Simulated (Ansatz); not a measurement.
# RbGeF3: the cost of one run

Code: Ansatz 0.2.0. PAW datasets, plane waves. These are computed values for a spin-unpolarised cell that may be hypothetical; none is a measurement.

### Step 1. The structure to begin with

The unstrained cell was relaxed with r2SCAN; in each strained cell the atoms were relaxed again with r2SCAN. Names of k-points are those of the unstrained zone, where strain can split equivalent points. First state: +4.0 % shear in the xy plane.

It is orthorhombic, Cmmm (No. 65); a = 6.132 Å, b = 6.382 Å, c = 4.424 Å in the conventional setting, 17.31 Å³ an atom. Around Rb lie 12 F at 3.07–3.19 Å; around Ge lie 6 F at 2.21 Å; around F lie 2 Ge at 2.21 Å and 4 Rb at 3.07–3.19 Å; around F lie 2 Ge at 2.21 Å and 4 Rb at 3.13 Å.

The structure in full:

Space group Cmmm (No. 65). a = 6.132 Å, b = 6.382 Å, c = 4.424 Å, α = 90.00°, β = 90.00°, γ = 90.00°
```csv
atom,site,symmetry,x,y,z
Rb,2a,mmm,0.0000,0.0000,0.0000
Ge,2c,mmm,0.0000,0.5000,0.5000
F,2b,mmm,0.0000,0.5000,0.0000
F,4f,..2/m,0.2500,0.2500,0.5000
```

From earlier runs on the unstrained cell: PBE 1.82 eV, r2SCAN 2.06 eV, HSE06 2.74 eV; a = 4.424 Å.

### Step 2. +4.0 % shear in the xy plane: PBE

The input, input.yaml:

```yaml
crystal:
  lattice:
    - [4.4243601843, 0.0884872037, 0.0]
    - [0.0884872037, 4.4243601843, 0.0]
    - [0.0, 0.0, 4.4243601843]
  atoms:
    - { symbol: Rb, position: [0.0, 0.0, 0.0] }
    - { symbol: Ge, position: [0.5, 0.5, 0.5] }
    - { symbol: F, position: [0.5, 0.5, 0.0] }
    - { symbol: F, position: [0.5, 0.0, 0.5] }
    - { symbol: F, position: [0.0, 0.5, 0.5] }
kpoints:
  mp_grid: { grid: [6, 6, 6] }
  band_path:
    path: [[0.0, 0.0, 0.0], [0.0, 0.5, 0.0], [0.5, 0.5, 0.0], [0.5, 0.5, 0.5]]
    npoints: 1
hamiltonian:
  xc: pbe
scf:
  occupations: { method: fermi_dirac, width: 0.02 }
  n_extra_bands: 5
output:
  forces: true
  stress: true
  eigenvalues: true
  write_density: true
  write_potential: true
  elf: true
  volumetric_format: npy
```

Launch:

```sh
$ ansatz run input.yaml --threads 2 --pin off --max-ram 2211MiB --backend cpu --events-out ev --progress --plain --runs-dir out
```

What time and memory should one allow on 2 threads of Intel Xeon 6975P-C (Granite Rapids), shared host?

About 2.4 s, with a peak of 0.42 GiB.
